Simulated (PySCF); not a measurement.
# C₉H₁₄: magnetic properties

Aim: compute the magnetic properties of C₉H₁₄ (`C=C[C@@]12CCCC[C@@H]1C2`).

Computed with PySCF 2.14.0 and routines of our own; the level stands in each step. Atoms count from 0.

## 1. The starting structure

23 atoms, charge 0, multiplicity 1; geometry from: GFN2-xTB.

## 2. Magnetic properties: GIAO B97-2/pcSseg-1

The job: settings as JSON, then the geometry in Å.

```
{"job": {"kind": "mag", "xc": "B97-2", "basis": "pcSseg-1", "isotopologues": 0}, "charge": 0, "multiplicity": 1}
C     -2.934148     0.602610     0.629582
C     -2.132506    -0.298603     0.085790
C     -0.735918    -0.095460    -0.352324
C     -0.115073     1.242319     0.000429
C      1.405600     1.248430    -0.123894
C      1.990281     0.068116     0.641582
C      1.621976    -1.243313    -0.049740
C      0.144107    -1.328928    -0.380288
C     -0.369814    -0.753866    -1.663394
H     -2.632814     1.618296     0.815916
H     -3.943499     0.353515     0.909763
H     -2.509975    -1.299583    -0.086619
H     -0.546954     2.023851    -0.630820
H     -0.372322     1.470892     1.038024
H      1.791328     2.187614     0.278309
H      1.707264     1.190538    -1.171317
H      3.076916     0.154354     0.702666
H      1.594453     0.071171     1.659654
H      1.896951    -2.080822     0.594137
H      2.204552    -1.333775    -0.971199
H     -0.327954    -2.247023    -0.049747
H      0.326955    -0.240530    -2.307748
H     -1.144159    -1.282818    -2.199565
```

Level: GIAO B97-2/pcSseg-1 magnetisability, rotational g tensor and spin-rotation constants, non-relativistic, gas phase.

On the command line:

```bash
> OMP_NUM_THREADS=1 python excited_run.py task.json out
```

The driver reads the jobs from task.json and runs them one after another.

Standard output:

```text
coarse grid: 18456 points
cycle   1  E = -351.0663498965  dE =  1.221e+00  |g| = 4.604e-01  |ddm| = 4.339e+00
cycle   2  E = -351.0548851508  dE =  1.146e-02  |g| = 5.247e-01  |ddm| = 9.890e-01
cycle   3  E = -351.1273604573  dE = -7.248e-02  |g| = 5.915e-02  |ddm| = 5.787e-01
cycle   4  E = -351.1279864329  dE = -6.260e-04  |g| = 2.562e-02  |ddm| = 1.006e-01
cycle   5  E = -351.1281308084  dE = -1.444e-04  |g| = 8.708e-03  |ddm| = 3.149e-02
cycle   6  E = -351.1281476838  dE = -1.688e-05  |g| = 3.341e-03  |ddm| = 1.098e-02
cycle   7  E = -351.1281505125  dE = -2.829e-06  |g| = 3.517e-04  |ddm| = 3.417e-03
final grid: 176080 points
cycle   8  E = -351.1738405634  dE = -1.310e-04  |g| = 2.488e-03  |ddm| = 6.484e-02
cycle   9  E = -351.1738409662  dE = -4.028e-07  |g| = 2.281e-03  |ddm| = 6.305e-03
cycle  10  E = -351.1738422696  dE = -1.303e-06  |g| = 4.637e-04  |ddm| = 2.513e-03
cycle  11  E = -351.1738423081  dE = -3.848e-08  |g| = 2.549e-04  |ddm| = 8.867e-04
cycle  12  E = -351.1738423228  dE = -1.472e-08  |g| = 7.177e-05  |ddm| = 3.009e-04
cycle  13  E = -351.1738423241  dE = -1.267e-09  |g| = 1.592e-05  |ddm| = 8.526e-05
cycle  14  E = -351.1738423241  dE = -6.116e-11  |g| = 3.227e-06  |ddm| = 1.891e-05
converged SCF energy = -351.1738423241

Magnetisability tensor (1e-30 J/T^2)
    -1646.48      -29.47      -66.87
      -29.47    -1520.97       52.57
      -66.87       52.57    -1602.88
isotropic -1590.11   principal values   -1695.34  -1599.61  -1475.38
isotropic susceptibility -95.759 1e-6 cm^3/mol

Inertial axes            a          b          c
rot. const./GHz      2.7929     1.3354     1.1045
chi total           -98.515    -90.750    -98.011
chi diamagnetic    -586.406  -1062.263  -1258.715
chi paramagnetic    487.891    971.513   1160.703
quadrupole/D A       -0.578      2.131     -1.553
g nuclear            0.6380     0.6026     0.6015
g electronic        -0.6402    -0.6095    -0.6023
g total             -0.0021    -0.0069    -0.0008

Spin-rotation constants (kHz, H = +C I.J)
atom  isotope        aa         bb         cc
  9     1H       -0.264      0.100     -0.118
 10     1H        0.165     -0.124     -0.100
 11     1H       -0.259      0.103     -0.115
 12     1H       -0.213     -0.112     -0.022
 13     1H       -0.256     -0.088     -0.030
 14     1H       -0.277      0.029     -0.120
 15     1H       -0.282     -0.123     -0.008
 16     1H        0.075     -0.141     -0.122
 17     1H       -0.251     -0.132     -0.009
 18     1H       -0.262     -0.105     -0.004
 19     1H       -0.201     -0.117     -0.033
 20     1H       -0.270     -0.059     -0.067
 21     1H       -0.207     -0.155     -0.028
 22     1H       -0.185     -0.056     -0.111
  0    13C*       0.977      0.459      0.175
  1    13C*       1.081      0.602      0.232
  2    13C*       0.368      0.259      0.150
  3    13C*       0.466      0.227      0.155
  4    13C*       0.449      0.201      0.161
  5    13C*       0.431      0.223      0.163
  6    13C*       0.438      0.227      0.168
  7    13C*       0.364      0.185      0.205
  8    13C*       0.297      0.211      0.198
* in the singly substituted isotopologue
```

Run time: 92 s. Hardware: 1 thread of Arm Neoverse N1, shared host; peak memory 0.99 GiB.

From this job:

| quantity | value |
| --- | --- |
| magnetisability | -1590·10⁻³⁰ J/T² |
| molar susceptibility | -95.8·10⁻⁶ cm³/mol |
| rotational g (a, b, c) | -0.0021, -0.0069, -0.0008 |

## 3. Magnetic properties: GIAO wB97X-D/ANO-RCC-VDZP

The job, as its differences from that of step 2:

```diff
@@ -1,2 +1,2 @@
-{"job": {"kind": "mag", "xc": "B97-2", "basis": "pcSseg-1", "isotopologues": 0}, "charge": 0, "multiplicity": 1}
+{"job": {"kind": "mag", "xc": "wB97X-D", "basis": "ANO-RCC-VDZP", "scf": {"aux": "def2-qzvpp-jkfit"}}, "charge": 0, "multiplicity": 1}
 C     -2.934148     0.602610     0.629582
```

Method: GIAO wB97X-D/ANO-RCC-VDZP magnetisability, rotational g tensor and spin-rotation constants, non-relativistic, gas phase.

Standard output:

```text
final grid: 176080 points
cycle   1  E = -351.2908795228  dE =  1.787e+00  |g| = 3.265e-01  |ddm| = 6.543e+00
cycle   2  E = -351.3139689980  dE = -2.309e-02  |g| = 2.017e-01  |ddm| = 4.559e-01
cycle   3  E = -351.3241054382  dE = -1.014e-02  |g| = 3.961e-02  |ddm| = 2.142e-01
cycle   4  E = -351.3245009950  dE = -3.956e-04  |g| = 1.588e-02  |ddm| = 5.616e-02
cycle   5  E = -351.3245632556  dE = -6.226e-05  |g| = 2.701e-03  |ddm| = 1.573e-02
cycle   6  E = -351.3245653823  dE = -2.127e-06  |g| = 1.056e-03  |ddm| = 4.425e-03
cycle   7  E = -351.3245656995  dE = -3.171e-07  |g| = 3.324e-04  |ddm| = 1.663e-03
cycle   8  E = -351.3245657426  dE = -4.311e-08  |g| = 8.511e-05  |ddm| = 6.267e-04
cycle   9  E = -351.3245657458  dE = -3.216e-09  |g| = 3.219e-05  |ddm| = 2.106e-04
cycle  10  E = -351.3245657462  dE = -3.838e-10  |g| = 8.626e-06  |ddm| = 5.891e-05
converged SCF energy = -351.3245657462

Magnetisability tensor (1e-30 J/T^2)
    -1638.29      -26.67      -65.21
      -26.67    -1515.32       50.24
      -65.21       50.24    -1606.87
isotropic -1586.83   principal values   -1690.33  -1594.52  -1475.62
isotropic susceptibility -95.561 1e-6 cm^3/mol

Inertial axes            a          b          c
rot. const./GHz      2.7929     1.3354     1.1045
chi total           -98.060    -90.565    -98.057
chi diamagnetic    -585.139  -1061.060  -1257.713
chi paramagnetic    487.079    970.496   1159.656
quadrupole/D A       -0.765      2.053     -1.288
g nuclear            0.6380     0.6026     0.6015
g electronic        -0.6391    -0.6089    -0.6017
g total             -0.0011    -0.0063    -0.0003

Spin-rotation constants (kHz, H = +C I.J)
atom  isotope        aa         bb         cc
  9     1H       -0.259      0.102     -0.118
 10     1H        0.170     -0.123     -0.100
 11     1H       -0.254      0.105     -0.116
 12     1H       -0.214     -0.111     -0.021
 13     1H       -0.257     -0.087     -0.028
 14     1H       -0.279      0.030     -0.119
 15     1H       -0.280     -0.121     -0.008
 16     1H        0.079     -0.142     -0.122
 17     1H       -0.248     -0.132     -0.010
 18     1H       -0.262     -0.106     -0.004
 19     1H       -0.202     -0.117     -0.033
 20     1H       -0.265     -0.057     -0.067
 21     1H       -0.204     -0.153     -0.028
 22     1H       -0.183     -0.056     -0.111
  0    13C*       0.947      0.447      0.163
  1    13C*       1.067      0.593      0.222
  2    13C*       0.347      0.244      0.142
  3    13C*       0.440      0.220      0.147
  4    13C*       0.428      0.189      0.153
  5    13C*       0.406      0.214      0.155
  6    13C*       0.417      0.215      0.157
  7    13C*       0.340      0.175      0.196
  8    13C*       0.269      0.200      0.190
* in the singly substituted isotopologue
```

Run time: 3.5 min. Hardware: 1 thread of Arm Neoverse N1, shared host; peak memory 1.1 GiB.

Key values:

| quantity | value |
| --- | --- |
| magnetisability | -1587·10⁻³⁰ J/T² |
| molar susceptibility | -95.6·10⁻⁶ cm³/mol |
| rotational g (a, b, c) | -0.0011, -0.0063, -0.0003 |

## 4. The levels compared

| level | ξ (10⁻³⁰ J/T²) | g(a) | g(b) | gap (eV) | functions | time |
| --- | --- | --- | --- | --- | --- | --- |
| GIAO B97-2/pcSseg-1 | -1590 | -0.0021 | -0.0069 | 7.04 | 223 | 92 s |
| GIAO wB97X-D/ANO-RCC-VDZP | -1587 | -0.0011 | -0.0063 | 10.50 | 196 | 3.5 min |

## 5. Outcome

```
                                            quantity                      value
       magnetisability (step 2, GIAO B97-2/pcSseg-1)           -1590·10⁻³⁰ J/T²
  molar susceptibility (step 2, GIAO B97-2/pcSseg-1)         -95.8·10⁻⁶ cm³/mol
rotational g (a, b, c) (step 2, GIAO B97-2/pcSseg-1)  -0.0021, -0.0069, -0.0008
                     magnetisability over the levels  -1590 to -1587·10⁻³⁰ J/T²
```

What this shows: The magnetisability spreads by 0.2 % over 2 levels, from GIAO B97-2/pcSseg-1 (92 s) to GIAO wB97X-D/ANO-RCC-VDZP (3.5 min); the runs took 92 s to 3.5 min. Two levels can agree by chance, so this spread shows no convergence. Vibrational averaging and real surroundings are missing from these values.
